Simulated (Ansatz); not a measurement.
# MgS: how the settings move a single-point run

Question: which choices in the input matter for MgS?

Program: Ansatz 0.2.0. Level of theory: reference: DFT, r2SCAN, plane waves, PAW. These are calculated values, not measurements.

## (1) Starting point

It takes space group Fm-3m (No. 225, cubic). The conventional cell has a = 5.203 Å, b = 5.203 Å, c = 5.203 Å, α = 90.00°, β = 90.00°, γ = 90.00°. Around Mg (site symmetry m-3m) lie 6 S at 2.60 Å. S (site symmetry m-3m) is surrounded by 6 Mg at 2.60 Å.

Coordinates:

```cif
data_structure
_symmetry_space_group_name_H-M 'Fm-3m'
_symmetry_Int_Tables_number 225
_cell_length_a 5.2030
_cell_length_b 5.2030
_cell_length_c 5.2030
_cell_angle_alpha 90.000
_cell_angle_beta 90.000
_cell_angle_gamma 90.000
_cell_volume 140.85
loop_
_atom_site_label
_atom_site_type_symbol
_atom_site_symmetry_multiplicity
_atom_site_Wyckoff_symbol
_atom_site_fract_x
_atom_site_fract_y
_atom_site_fract_z
_atom_site_occupancy
Mg1 Mg 4 a 0.00000 0.00000 0.00000 1
S1 S 4 b 0.50000 0.00000 0.00000 1
```

## (2) Baseline

input.yaml

```yaml
crystal:
  lattice:
    - [0.0, 2.6015179373, 2.6015179373]
    - [2.6015179373, 0.0, 2.6015179373]
    - [2.6015179373, 2.6015179373, 0.0]
  atoms:
    - { symbol: Mg, position: [0.0, 0.0, 0.0] }
    - { symbol: S, position: [0.5, 0.5, 0.5] }
kpoints:
  mp_grid: { grid: [6, 6, 6] }
hamiltonian:
  xc: r2scan
scf:
  occupations: { method: fixed }
  n_extra_bands: 4
output:
  forces: true
  stress: true
  eigenvalues: true
  write_density: true
  write_potential: true
  elf: true
  volumetric_format: npy
```

Run with:

```bash
> ansatz run input.yaml --threads 4 --pin off --max-ram 3686MiB --backend cpu --events-out ev --progress --plain --runs-dir out
```

## (3) Variant: mp_grid.grid [4, 4, 4], xc hse06

input.yaml: that of step 2 with these lines changed.

```diff
@@ -9,5 +9,5 @@
 kpoints:
-  mp_grid: { grid: [6, 6, 6] }
+  mp_grid: { grid: [4, 4, 4] }
 hamiltonian:
-  xc: r2scan
+  xc: hse06
 scf:
@@ -19,5 +19 @@
   eigenvalues: true
-  write_density: true
-  write_potential: true
-  elf: true
-  volumetric_format: npy
```

Q: Predict the outcome of this session. Wanted: for each run, ending; energy change; pressure; gap; force.

The runs gave:

```tsv
run	ending	energy change	pressure (GPa)	gap (eV)	force (eV/Å)	cycles	time
reference	converged	-	0.0	3.46	0.00	6	7.9 s
1: mp_grid.grid [4, 4, 4], xc hse06	converged	not comparable	-0.1	3.80	0.00	11	23 s
```

Times don't compare one to one where runs were asked for different outputs or read a saved state (see the inputs); cycles may leave out searches for a lower state.

Residual by cycle in the longest SCF loop of each run; runs are numbered as in the table. The quantity is the density residual dr2, in eV.

```tsv
cycle	reference	run 1
1	0.00667	0.00297
2	0.00213	7.6e-4
3	2.1e-4	2.0e-4
4	4.4e-6	2.8e-5
5	1.9e-8	2.1e-6
6	9.3e-9	-
```

What this shows: A change of functional puts the total energy on another scale; the gap on the mesh goes from 3.46 to 3.80 eV. The k-point mesh changed too.
